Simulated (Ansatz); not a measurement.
Predict the output of the script below (the Ansatz DFT code, driven from Python).

`clgeh2.xyz`
```text
4

Cl    1.91220   -0.09390   -0.10600
Ge   -0.18490    0.00710    0.42350
H    -0.92600   -1.22070   -0.16470
H    -0.80130    1.30750   -0.15280
```

Script `x2c_clgeh2.py`:
```python
# -*- coding: utf-8 -*-
"""ClGeH2(-) with and without the spin-free two-component Hamiltonian."""

import ansatz
import numpy as np


def main():
    molecule = ansatz.Crystal.molecule_from_extxyz("clgeh2.xyz")

    calc = molecule.calculation().functional("b3lyp").charge(-1).forces()
    # a set contracted for a scalar-relativistic Hamiltonian goes with the relativistic run
    sets = {"none": "cc-pVTZ", "scalar": "cc-pVTZ-DK"}
    found = {kind: calc.basis(gaussian=basis).pseudopotentials(relativity=kind).run(threads=1).report for kind, basis in sets.items()}
    for kind, each in found.items():
        dipole = 4.803205 * np.linalg.norm(each["charge_distribution"]["dipole_moment_e_ang"])
        print(f"{kind:7s} E = {each['free_energy_ev']:.4f} eV  dipole {dipole:.3f} D  largest force component {np.abs(each['forces_ev_ang']).max():.4f} eV/A")
    print(f"relativity lowers the total energy by {found['none']['free_energy_ev'] - found['scalar']['free_energy_ev']:.3f} eV")


if __name__ == "__main__":
    main()
```

```console
$ python x2c_clgeh2.py
none    E = -69078.0885 eV  dipole 1.008 D  largest force component 3.7040 eV/A
scalar  E = -69709.3586 eV  dipole 0.827 D  largest force component 3.7863 eV/A
relativity lowers the total energy by 631.270 eV
```

What to keep in mind:
- Total energies depend on the basis set; only differences at equal settings carry meaning.
- The geometry is a force-field or estimated start, not a minimum of this method. The basis set changes with the Hamiltonian (a set recontracted for scalar relativity), and most of the change in the total lies in the cores.
- An ion's dipole depends on the origin; the program takes it about the centre of nuclear charge.
- b3lyp holds the VWN-RPA fit, as in Gaussian; the form of ORCA and Turbomole is b3lyp5.
- Anions want diffuse functions, which this basis lacks.
- Hardware and time: 6 s on 1 thread of Arm Neoverse V2, on a shared host, peak memory 0.26 GiB.
